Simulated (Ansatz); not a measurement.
# CHBOS (SMILES S=C1BO1): functionals against CCSD(T) at one geometry

The atoms stand at a frame of a short trajectory. How far do the functionals agree with CCSD(T) there?

Method: single points in def2-TZVPP; program: Ansatz 0.2.0, Gaussian basis.

Correlated methods freeze the cores.

### 1 The starting structure

SMILES `S=C1BO1`, 5 atoms, charge 0, spin multiplicity 1.

Atoms are counted from 1 here; the program's logs count them from 0.

Bond lengths: S1–C2 1.590 Å, C2–B3 1.468 Å, C2–O4 1.428 Å, B3–O4 1.381 Å, B3–H5 1.246 Å. Angles: S1–C2–B3 171.3°, S1–C2–O4 131.5°, B3–C2–O4 56.9°, C2–B3–O4 60.1°, C2–B3–H5 152.6°, O4–B3–H5 146.0°, C2–O4–B3 63.0°.

As a file:

```xyz
5

S    -2.14972   -0.66180    0.16586
C    -0.64388   -0.17549    0.01599
B     0.66281    0.47951   -0.11550
O     0.59476   -0.86848    0.17725
H     1.39621    1.42752   -0.45685
```

### 2 PBE-D4/def2-TZVPP

run/in.yaml reads:

```yaml
crystal:
  periodic: [false, false, false]
  atoms:
    - {symbol: S, position_ang: [-2.149719, -0.661797, 0.165860]}
    - {symbol: C, position_ang: [-0.643877, -0.175488, 0.015990]}
    - {symbol: B, position_ang: [0.662814, 0.479513, -0.115495]}
    - {symbol: O, position_ang: [0.594757, -0.868476, 0.177248]}
    - {symbol: H, position_ang: [1.396207, 1.427519, -0.456847]}
basis:
  gaussian: {orbitals: def2-TZVPP}
hamiltonian: {xc: pbe, dispersion: d4}
output: {forces: true}
```

The run is started by

```
> ansatz run in.yaml --threads 2 --pin off --events-out ev --progress --plain --max-ram 3481MiB
```

### 3 r2SCAN-D4/def2-TZVPP

Changes to run/in.yaml since step 2:

```diff
@@ -10,3 +10,3 @@
   gaussian: {orbitals: def2-TZVPP}
-hamiltonian: {xc: pbe, dispersion: d4}
+hamiltonian: {xc: r2scan, dispersion: d4}
 output: {forces: true}
```

### 4 PBE0-D4/def2-TZVPP

Changes to run/in.yaml since step 3:

```diff
@@ -10,3 +10,3 @@
   gaussian: {orbitals: def2-TZVPP}
-hamiltonian: {xc: r2scan, dispersion: d4}
-output: {forces: true}
+hamiltonian: {xc: pbe0, dispersion: d4}
+output: {forces: true, orbitals: {seedname: orbitals}}
```

### 5 wB97M-V/def2-TZVPP

Changes to run/in.yaml since step 4:

```diff
@@ -10,3 +10,3 @@
   gaussian: {orbitals: def2-TZVPP}
-hamiltonian: {xc: pbe0, dispersion: d4}
-output: {forces: true, orbitals: {seedname: orbitals}}
+hamiltonian: {xc: {name: wB97M-V}}
+output: {forces: true}
```

### 6 CCSD(T)/def2-TZVPP

Changes to run/in.yaml since step 5:

```diff
@@ -10,3 +10,3 @@
   gaussian: {orbitals: def2-TZVPP}
-hamiltonian: {xc: {name: wB97M-V}}
+correlation: {method: ccsd_t}
 output: {forces: true}
```

(Steps that only read results are left out.)

Before running it: what results should come out? Wanted: energy less free atoms, CCSD(T)/def2-TZVPP; RMS force component; RMS force error; HOMO and LUMO, PBE0-D4; T1 diagnostic.

As calculated:

| quantity | value |
| --- | --- |
| energy less free atoms, CCSD(T)/def2-TZVPP | -20.151 eV |
| RMS force component | 0.613 to 0.721 eV/Å over the methods |
| RMS force error | PBE-D4 0.157, r2SCAN-D4 0.149, PBE0-D4 0.349, wB97M-V 0.323 eV/Å |
| HOMO and LUMO, PBE0-D4 | -6.90 and -2.74 eV |
| T1 diagnostic | 0.020 |

What this shows: Against CCSD(T) the functionals' energies less atoms differ by -2.146 to -1.019 eV, PBE-D4 by -2.146 eV. A larger basis would deepen the CCSD(T) value, while the functionals are nearly converged already, so the order here is not reliable. For forces r2SCAN-D4 does best and PBE0-D4 worst. Frozen-core CCSD(T) forces in triple zeta carry basis errors of their own, and this is one geometry, so small gaps rank nothing. The restricted Hartree–Fock reference is unstable towards an unrestricted one at one or more of these structures.
